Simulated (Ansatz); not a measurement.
# SnAsH5: one structure at several levels

The task here is to estimate one member of a computed series from the others.

Computed with Ansatz 0.2.0, Gaussian basis. Level: single points in def2-TZVPP.

Correlated methods freeze the cores. Filled d shells of the heavier atoms are correlated. Core potentials replace the inner electrons past krypton, and spin-orbit coupling is left out.

**Starting geometry**

7 atoms, charge 0, spin multiplicity 1.

Atoms are counted from 1 here; the program's logs count them from 0.

Bond lengths: As1–Sn2 2.422 Å, As1–H3 1.491 Å, As1–H4 1.570 Å, Sn2–H5 1.711 Å, Sn2–H6 1.658 Å, Sn2–H7 1.708 Å. Angles: Sn2–As1–H3 92.2°, Sn2–As1–H4 94.7°, H3–As1–H4 86.0°, As1–Sn2–H5 117.5°, As1–Sn2–H6 113.4°, As1–Sn2–H7 122.6°, H5–Sn2–H6 102.7°, H5–Sn2–H7 99.2°, H6–Sn2–H7 98.0°.

As a file:

```xyz
7

As   -1.0041   -1.3413    0.4010
Sn    0.1195    0.7600   -0.0303
H     0.2644   -1.9983    0.8292
H    -0.7070   -1.9396   -1.0203
H    -0.7028    1.9141   -0.9887
H     0.4707    1.6141    1.3468
H     1.6606    0.8452   -0.7614
```

Set-up of the first run:

File run/in.yaml:

```yaml
crystal:
  periodic: [false, false, false]
  atoms:
    - {symbol: As, position_ang: [-1.004100, -1.341300, 0.401000]}
    - {symbol: Sn, position_ang: [0.119500, 0.760000, -0.030300]}
    - {symbol: H, position_ang: [0.264400, -1.998300, 0.829200]}
    - {symbol: H, position_ang: [-0.707000, -1.939600, -1.020300]}
    - {symbol: H, position_ang: [-0.702800, 1.914100, -0.988700]}
    - {symbol: H, position_ang: [0.470700, 1.614100, 1.346800]}
    - {symbol: H, position_ang: [1.660600, 0.845200, -0.761400]}
basis:
  gaussian: {orbitals: def2-TZVPP}
correlation: {method: ccsd_t}
output: {forces: true}
```

No record of the launch command was kept for these runs.

Among the steps run: CCSD(T)/def2-TZVPP; PBE0-D4/def2-TZVPP; wB97M-V/def2-TZVPP; r2SCAN-D4/def2-TZVPP; PBE-D4/def2-TZVPP; r2SCAN0-D4/def2-TZVPP; SPW92/def2-TZVPP.

One table of the session follows, with a row left open; its other results are not shown here.

| method | RMS force component (eV/Å) | angle to CCSD(T) forces (°) | dipole (D) |
| --- | --- | --- | --- |
| CCSD(T) | 0.869 | reference | 0.95 |
| PBE0-D4 | 0.855 | 5.2 | 0.97 |
| wB97M-V | 0.870 | 1.5 | 0.97 |
| r2SCAN-D4 | 0.847 | 4.8 | 0.95 |
| PBE-D4 | 0.858 | 14.0 | 0.98 |
| r2SCAN0-D4 | 0.859 | 2.7 | 0.95 |
| SPW92 | ? | ? | ? |

**Question.** Estimate the row for SPW92.

The run gave: RMS force component (eV/Å): 0.731; angle to CCSD(T) forces (°): 10.7; dipole (D): 0.89. In the column «RMS force component (eV/Å)» it is the lowest.
